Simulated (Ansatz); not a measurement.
# CH4OSeSi, SMILES OC1[SiH2][Se]1: a rigid scan of one bond angle

Program: Ansatz's Python interface.

Run as a notebook:

In [1]:
```python
import ansatz as az
from ase import Atoms
```

In [2]:
```python
BASIS = 'def2-SVP'
FUNCTIONAL = 'B3LYP'
FORCE_TOL = 0.02

atoms = Atoms(['O', 'C', 'Si', 'Se', 'H', 'H', 'H', 'H'], positions=[
    (-0.0331, 0.9923, -1.1817),
    (-0.5574, 0.2208, -0.1623),
    (0.6936, -0.9261, 0.425),
    (-0.047, 0.9418, 1.5776),
    (-0.7436, 1.7616, -1.2931),
    (-1.5749, -0.1774, -0.2975),
    (0.2401, -2.195, 0.9787),
    (2.1145, -0.6751, -0.1025),
])
```

In [3]:
```python
# relax first, so that the scan starts from a minimum
first = (
    az.Crystal.molecule_from_ase(atoms).calculation()
    .basis(gaussian=BASIS)
    .functional(FUNCTIONAL)
    .relax(force_tolerance=FORCE_TOL, max_steps=80)
)
atoms.positions = first.run(threads=1).report['positions_ang']
```

In [4]:
```python
rows = []
for angle in [90, 100, 110, 120, 135, 150, 165, 179]:
    bent = atoms.copy()
    bent.set_angle(1, 0, 4, angle, indices=[4])
    base = az.Crystal.molecule_from_ase(bent).calculation()
    base = base.basis(gaussian=BASIS)
    base = base.functional(FUNCTIONAL)
    rows.append((angle, base.run(threads=1).report['free_energy_ev']))
floor = min(e for _, e in rows)
for angle, e in rows:
    print(f'angle C1-O0-H4 = {angle:3d} deg   {1000 * (e - floor):9.1f} meV')
```
```text
angle C1-O0-H4 =  90 deg       323.7 meV
angle C1-O0-H4 = 100 deg        73.2 meV
angle C1-O0-H4 = 110 deg         0.0 meV
angle C1-O0-H4 = 120 deg        73.5 meV
angle C1-O0-H4 = 135 deg       380.9 meV
angle C1-O0-H4 = 150 deg       799.1 meV
angle C1-O0-H4 = 165 deg      1166.3 meV
angle C1-O0-H4 = 179 deg      1329.8 meV
```

Reading the output:
- The scan is rigid, and the energies are electronic, in a modest basis. The zero is the lowest point of the grid, which needn't be the minimum.
- b3lyp holds the VWN-RPA fit, as in Gaussian; the form of ORCA and Turbomole is b3lyp5.
- Finished in 88 s on 1 thread of Arm Neoverse V1, with other jobs on the host, peak memory 0.29 GiB.
